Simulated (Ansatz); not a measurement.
The system is CS2.

```
S C
1.0
     3.64579   -2.99431    0.00000
     3.64579    2.99431    0.00000
     0.00000    0.00000    9.85126
S C
4 2
Direct
  0.18152 0.81848 0.88687
  0.31848 0.68152 0.38687
  0.68152 0.31848 0.61313
  0.81848 0.18152 0.11313
  0.50000 0.50000 0.50000
  0.00000 0.00000 0.00000
```

The cell comes from a database or a generator and needn't be the stable form of this composition.

* Program: Ansatz 0.2.0
* Task: relaxation of cell and atoms
* Functional: PBE
* Dispersion: D4
* Potentials or basis: Ansatz PAW
* Cutoff: 420 eV (not typed: the program's choice for these potentials)
* k mesh: 6 × 6 × 3
* Occupations: fermi-dirac, width 0.05 eV
* Spin: no spin polarisation

At the start: volume 35.85 Å³/atom.

Task: Where does the relaxation end?

Result: It ends after 15 steps and the volume is 25.57 Å³/atom (-28.7 %); space group Cmce (No. 64, to 0.05 Å).

Step by step:
```tsv
step	energy change (eV)	largest force (eV/Å)	volume (Å³)
1	0.0000	0.2767	215.09
2	-0.0673	0.1644	200.01
3	-0.1663	0.1818	174.86
4	-0.2100	0.1972	153.77
5	-0.2107	0.2457	154.33
6	-0.2111	0.1295	154.44
7	-0.2133	0.0035	154.31
8	-0.2138	0.0006	154.36
9	-0.2144	0.0432	154.18
10	-0.2145	0.0025	154.22
11	-0.2145	0.0078	154.24
12	-0.2145	0.0066	154.30
13	-0.2081	0.0071	154.30
14	-0.2088	0.0046	153.41
15	-0.2084	0.0046	153.41
```

Final structure:
```
S C
1.0
     3.07664   -2.68406    0.00000
     3.07664    2.68406    0.00000
     0.00000    0.00000    9.28894
S C
4 2
Direct
  0.19743 0.80257 0.87665
  0.30257 0.69743 0.37665
  0.69743 0.30257 0.62335
  0.80257 0.19743 0.12335
  0.50000 0.50000 0.50000
  0.00000 0.00000 0.00000
```

Caveat: the volume moved by over 15 % at a fixed basis, so the end points are rough; the plane-wave basis is chosen anew once the cell has moved, so the energies of steps on either side of that aren't comparable.
